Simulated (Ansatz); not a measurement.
# HfN+ (triplet): from Hartree-Fock to the top rungs, def2-QZVPP

The task here is to estimate one member of a computed series from the others.

The runs use Ansatz 0.2.0, Gaussian basis; def2-QZVPP, core rule «outside noble gas», up to 5 orbitals frozen.

To be run: UHF; ROHF; CCSD(T) on UHF.

## The system

The geometry is a PBE0/def2-TZVP stationary point (not a proven minimum) of the parent state, kept for this charge and spin. No spin-orbit coupling is included. Elements past krypton take def2 core potentials.

2 atoms, charge 1, spin multiplicity 3.

Atoms are counted from 1 here; the program's logs count them from 0.

Bond lengths: Hf1–N2 1.785 Å.

The first run:

File in.yaml:

```yaml
crystal:
  periodic: [false, false, false]
  atoms:
    - {symbol: Hf, position_ang: [0.000000, 0.000000, 0.000000]}
    - {symbol: N, position_ang: [0.000000, 0.000000, 1.785383]}
basis:
  gaussian: {orbitals: "def2-QZVPP.json"}
total_charge: 1
magnetization: {spin_polarized: true, initial_magnetization: 2}
hamiltonian: {xc: hf}
output: {orbitals: {seedname: orbitals}}
```

The run is started by

```console
$ ansatz run in.yaml --threads 1 --pin off --events-out ev --progress --plain --max-ram 4096MiB --backend cpu
```

Steps of the session up to this table: UHF; ROHF; CCSD(T) on UHF.

One table of the session follows, with a row left open; its other results are not shown here.

```
  method  from UCCSD(T) (meV)
    ROHF                    ?
     UHF              +7469.7
    UMP2               +756.7
   UCCSD               +479.1
UCCSD(T)                    0
```

Q: Estimate the row for ROHF from the others.

As computed: from UCCSD(T) (meV): +7723.4. In the column «from UCCSD(T) (meV)» it is the highest.
